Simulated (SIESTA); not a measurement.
MgMnCoO4:

```xyz
7
Lattice="2.9310 0.0000 0.0000 0.2141 5.2137 0.0000 0.1099 1.4299 5.0393" Properties=species:S:1:pos:R:3 pbc="T T T"
Co    3.0114    3.8524    2.9582
Mn    1.7994    6.4307    4.8741
Mg    1.4855    1.9812    1.4671
O     1.5821    2.4575    3.3916
O     2.9503    0.9263    0.6613
O     0.3354    5.4303    4.1315
O     1.6719    3.9566    1.4507
```

The cell comes from a database or a generator and needn't be the stable form of this composition.

| Item | Value |
| --- | --- |
| Program | SIESTA 5.4.2 |
| Task | single point |
| Functional | PBEsol |
| Potentials or basis | PseudoDojo 0.4 standard (PBEsol files) |
| Basis | DZP (energy shift 0.003 Ry; two zetas on semicore shells) |
| Grid cutoff | 800 Ry |
| Energy shift | 0.003 Ry |
| k mesh | 9 × 6 × 5 |
| Occupations | fermi-dirac, width 0.05 eV |
| Spin | collinear spin, ferromagnetic start |
| Starting moments | [2.0, 4.0, 0.0, 0.0, 0.0, 0.0, 0.0] μB |

On this cell: pressure -8.7 GPa; largest force 0.527 eV/Å; net moment 6.00 μB per cell; site moments Co +2.57; Mn +2.81; Mg -0.02; O +0.24, +0.04, +0.12 μB; band gap on the k mesh none (metal or under the smearing width).

The same run follows on a disturbed copy (atoms moved at random, drawn with an rms of 0.05 Å):

```
Co Mn Mg O
1.0
     2.93100    0.00000    0.00000
     0.21411    5.21366    0.00000
     0.10987    1.42991    5.03928
Co Mn Mg O
1 1 1 4
Direct
  0.97981 0.57870 0.58742
  0.48851 0.97672 0.96009
  0.46732 0.30645 0.29643
  0.48604 0.30243 0.66237
  0.98776 0.13937 0.13583
  0.01476 0.81746 0.81639
  0.50340 0.68150 0.29098
```

Problem. What changes?

Solution. The energy (extrapolated to zero smearing) moves by +17.8 meV/atom; pressure -8.0 GPa; largest force 1.682 eV/Å; net moment 6.00 μB per cell; site moments Co +2.56; Mn +2.84; Mg -0.02; O +0.22, +0.04, +0.12, +0.24 μB; band gap on the k mesh none (metal or under the smearing width).

Forces on the atoms (eV/Å):
```
Co  -0.231  0.646 -0.211
Mn   0.353 -0.359  0.550
Mg   0.021 -0.970 -1.126
O    0.139 -0.491  1.603
O   -0.173 -0.142 -0.543
O   -0.267  0.466  0.125
O    0.156  0.849 -0.398
```

Stress tensor (GPa, compression positive):
```
-12.50  -0.55  -0.55
 -0.55  -5.27   1.09
 -0.54   1.09  -6.19
```

Caveats: short orbitals over semicore shells can move pressures by several GPa; the basis of atomic orbitals isn't converged, which shifts pressures, moduli and gaps; semilocal functionals often make such compounds metallic where correlation or magnetic order opens a gap, which also shifts bond lengths; only a ferromagnetic start was run, and an antiferromagnetic order may lie lower in energy.
